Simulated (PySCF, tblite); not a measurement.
# C₄H₁₀ClNSi: geometry, infrared bands and NMR shifts

Wanted: the infrared bands and NMR shifts of C₄H₁₀ClNSi (`C/C=N\[Si](C)(C)Cl`), by calculation.

Programs: tblite 0.8.0 and PySCF 2.14.0, with density-fitted response routines of our own. Each step states its level of theory. These are calculated values for one molecule in the gas phase, unless marked as measured. Atoms are numbered from 0 throughout.

## 1. The molecule as given

17 atoms, charge 0, multiplicity 1; geometry from: force field or distance geometry start.

Bonds of the start (Å): C0–C1 1.51, C1–N2 1.28, N2–Si3 1.74, Si3–C4 1.85, Si3–C5 1.85, Si3–Cl6 2.04, C0–H7 1.09, C0–H8 1.09, C0–H9 1.09, C1–H10 1.11, C4–H11 1.09, C4–H12 1.10, C4–H13 1.10, C5–H14 1.10, C5–H15 1.11, C5–H16 1.09.

## 2. Relaxing the molecule with GFN2-xTB

What the job is given:

```
{"job": {"kind": "relax", "xc": "GFN2-xTB", "basis": "xTB"}, "charge": 0, "multiplicity": 1}
C      2.374600    -0.794400    -0.331400
C      1.843000     0.236200     0.629500
N      0.679500     0.754800     0.753200
Si    -0.692300     0.418000    -0.258900
C     -1.279500    -1.291000     0.158700
C     -1.961100     1.697200     0.149400
Cl    -0.229200     0.558300    -2.244200
H      3.023800    -0.284900    -1.046700
H      2.975200    -1.516700     0.228100
H      1.582200    -1.336100    -0.855700
H      2.604400     0.611600     1.344500
H     -1.519500    -1.387000     1.217400
H     -2.191300    -1.533700    -0.398900
H     -0.527400    -2.052900    -0.089500
H     -1.587300     2.712700    -0.063100
H     -2.231700     1.667600     1.223800
H     -2.870200     1.552400    -0.426300
```

Command:

```bash
$ OMP_NUM_THREADS=1 python probes_run.py task.json out
```

The driver reads the jobs from task.json and runs them one after another.

**Question.** This job is followed by: GFN2-xTB harmonic vibrations, gas phase; GIAO PBE0/pcSseg-1 NMR shielding, non-relativistic, gas phase. What will the session give for the following? strongest single infrared mode (GFN2-xTB); zero-point energy (GFN2-xTB); ¹³C shifts against TMS (PBE0/pcSseg-1, means over atoms taken as alike); ¹H shifts against TMS (PBE0/pcSseg-1, means over atoms taken as alike); ¹⁵N shifts against NH3 (PBE0/pcSseg-1); ²⁹Si shifts against TMS (PBE0/pcSseg-1); ³⁵Cl shifts against HCl (PBE0/pcSseg-1).

**Answer**, as computed:

| quantity | value |
| --- | --- |
| strongest single infrared mode (GFN2-xTB) | 1768 cm⁻¹, 332 km/mol |
| zero-point energy (GFN2-xTB) | 83.5 kcal/mol |
| ¹³C shifts against TMS (PBE0/pcSseg-1, means over atoms taken as alike) | 180.9, 28.7, 4.5 ppm |
| ¹H shifts against TMS (PBE0/pcSseg-1, means over atoms taken as alike) | 8.65, 2.29, 0.43 ppm |
| ¹⁵N shifts against NH3 (PBE0/pcSseg-1) | 385.5 ppm |
| ²⁹Si shifts against TMS (PBE0/pcSseg-1) | 0.7 ppm |
| ³⁵Cl shifts against HCl (PBE0/pcSseg-1) | 68 ppm |

What this shows: Relaxing lowered the energy by 0.226 eV in 135 steps; the close pair that moved most is Si3–C5, from 1.847 to 1.898 Å. All 45 modes are real, so the xTB geometry is a minimum. The strongest single mode, at 1768 cm⁻¹, moves mainly C1 and N2. GFN2-xTB is a fitted tight-binding method: band positions and strengths are rough. Its intensities can rank the bands wrongly. At PBE0/pcSseg-1: Shielding is most anisotropic at N2 (span 614 ppm, paramagnetic term -452 ppm).
